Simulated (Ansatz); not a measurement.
# MnIr: the cost of one run

Method: DFT LDA with spin–orbit coupling, plane waves, PAW, in Ansatz 0.2.0.

1 further run of the same task is left out (set aside as unsound or not needed).

### Step 1. The starting structure

It takes space group P4/mmm (No. 123, tetragonal). Conventional cell: a = 2.726 Å, b = 2.726 Å, c = 3.643 Å, α = 90.00°, β = 90.00°, γ = 90.00°. Mn (site symmetry 4/mmm) is surrounded by 8 Ir at 2.65 Å and 4 Mn at 2.73 Å. Ir (site symmetry 4/mmm) is surrounded by 8 Mn at 2.65 Å and 4 Ir at 2.73 Å.

Structure file:

```cif
data_structure
_symmetry_space_group_name_H-M 'P4/mmm'
_symmetry_Int_Tables_number 123
_cell_length_a 2.7259
_cell_length_b 2.7259
_cell_length_c 3.6430
_cell_angle_alpha 90.000
_cell_angle_beta 90.000
_cell_angle_gamma 90.000
_cell_volume 27.07
loop_
_atom_site_label
_atom_site_type_symbol
_atom_site_symmetry_multiplicity
_atom_site_Wyckoff_symbol
_atom_site_fract_x
_atom_site_fract_y
_atom_site_fract_z
_atom_site_occupancy
Mn1 Mn 1 d 0.50000 0.50000 0.50000 1
Ir1 Ir 1 a 0.00000 0.00000 0.00000 1
```

The cell is the deposited one, not relaxed. An earlier run on this cell at LDA, without spin–orbit coupling gave -28.18 GPa at 13.535 Å³/atom (12×12×10 mesh), a metal on this mesh, moments in the atoms' spheres Mn 1.41; Ir -0.10 μB. The cell is stretched at this level.

### Step 2. Spin-orbit coupling, moments along [0, 0, 1]

Input file input.yaml:

```yaml
crystal:
  lattice:
    - [2.7258980836, 0.0, 0.0]
    - [0.0, 2.7258980836, 0.0]
    - [0.0, 0.0, 3.6430019273]
  atoms:
    - { symbol: Mn, position: [0.5, 0.5, 0.5], spin: 1.55, spin_axis: [0.0, 0.0, 1.0] }
    - { symbol: Ir, position: [0.0, 0.0, 0.0] }
basis:
  ecutwfc: 420
  ecutrho_ratio: 4
kpoints:
  mp_grid: { grid: [12, 12, 10] }
hamiltonian:
  xc: lda
scf:
  occupations: { method: gaussian, width: 0.05 }
  lower_state_search: "off"
  convergence: { dr2_threshold: 1.0e-09 }
output:
  forces: true
  stress: true
  eigenvalues: true
  populations: true
magnetization:
  noncollinear: true
  spin_orbit: true
checkpoint:
  read: start.run
  write: ck
  compress: false
  write_wavefunctions: false
  write_every: 100000
```

The run starts from a saved state of the same cell, the folder start.run.

The run is started by

```
$ ansatz run input.yaml --threads 4 --pin off --max-ram 9216MiB --backend cpu --events-out ev --progress --plain --runs-dir out
```

What time and memory should one allow on 4 threads of Arm Neoverse V1, shared host?

About 23 s, with a peak of 0.71 GiB.
